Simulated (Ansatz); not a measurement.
# BGeH₃ (singlet): the correlation ladder, cc-pVTZ

An exercise on one series of results from a longer session: the logs are not shown, and one member is left open.

Method: cc-pVTZ, core rule «outside noble gas», up to 15 orbitals frozen; program: Ansatz 0.2.0, Gaussian basis.

Plan: UHF; CCSD(T) on RHF; CCSD(T) on UHF; BCCD(T) on RHF; CCSDT(Q) on RHF; CCSDT(Q) on UHF; CASSCF and NEVPT2, 10 electrons in 11 orbitals.

7 further runs of the same task are left out: 1 for a known fault of the program, 6 set aside as unsound or not needed.

**What is computed**

The geometry is a PBE0/def2-TZVP stationary point (not a proven minimum) of the parent state, kept for this charge and spin. No spin-orbit coupling is included. The filled d shell of Ge may be among the frozen orbitals whatever the setting's name suggests; the logs give the count.

5 atoms, charge 0, spin multiplicity 1.

Atoms are counted from 1 here; the program's logs count them from 0.

Bond lengths: Ge1–B2 1.947 Å, Ge1–H3 1.543 Å, Ge1–H4 1.534 Å, B2–H5 1.189 Å. Angles: B2–Ge1–H3 128.4°, B2–Ge1–H4 122.3°, H3–Ge1–H4 109.4°, Ge1–B2–H5 134.1°.

The first run:

Input file in.yaml:

```yaml
crystal:
  periodic: [false, false, false]
  atoms:
    - {symbol: Ge, position_ang: [0.000000, 0.015295, 0.254755]}
    - {symbol: B, position_ang: [0.000000, -0.169422, -1.683611]}
    - {symbol: H, position_ang: [0.000000, 1.310352, 1.093730]}
    - {symbol: H, position_ang: [0.000000, -1.198297, 1.192594]}
    - {symbol: H, position_ang: [0.000000, 0.602851, -2.587791]}
basis:
  gaussian: {orbitals: cc-pVTZ}
magnetization: {spin_polarized: true, initial_magnetization: 0}
hamiltonian: {xc: hf}
output: {orbitals: {seedname: orbitals}}
```

Command:

```
$ ansatz run in.yaml --threads 1 --pin off --events-out ev --progress --plain --max-ram 4096MiB --backend cpu
```

Steps of the session up to this table: UHF; CCSD(T) on RHF; CCSD(T) on UHF; BCCD(T) on RHF; CCSDT(Q) on RHF; CCSDT(Q) on UHF; CASSCF and NEVPT2, 10 electrons in 11 orbitals.

One of the session's tables, all rows but one given; the rest of the session is left out.

```
        method  from RCCSDT(Q) (kJ/mol)
           RHF                   +675.8
           UHF                   +590.9
          RMP2                        ?
         RCCSD                    +35.2
      RCCSD(T)                     +5.6
       BCCD(T)                     +5.5
        RCCSDT                     +2.0
     RCCSDT(Q)                        0
CASSCF valence                   +386.9
NEVPT2 valence                    +99.1
```

Estimate the missing values for RMP2.

The run gave: from RCCSDT(Q) (kJ/mol): +127.7. In the column «from RCCSDT(Q) (kJ/mol)» it lies between NEVPT2 valence (+99.1) and CASSCF valence (+386.9).

Not comparable, so not listed: CCSD(T) on UHF; CCSDT(Q) on UHF (they don't share determinant, frozen orbitals or solution with the rows shown, or repeat one).

Caveats from the session: The determinant is far from a pure spin state, so its energy mixes those of several spin states (harmless only where they are near-degenerate, as at dissociation). Warnings: restricted reference is unstable; spin contamination.
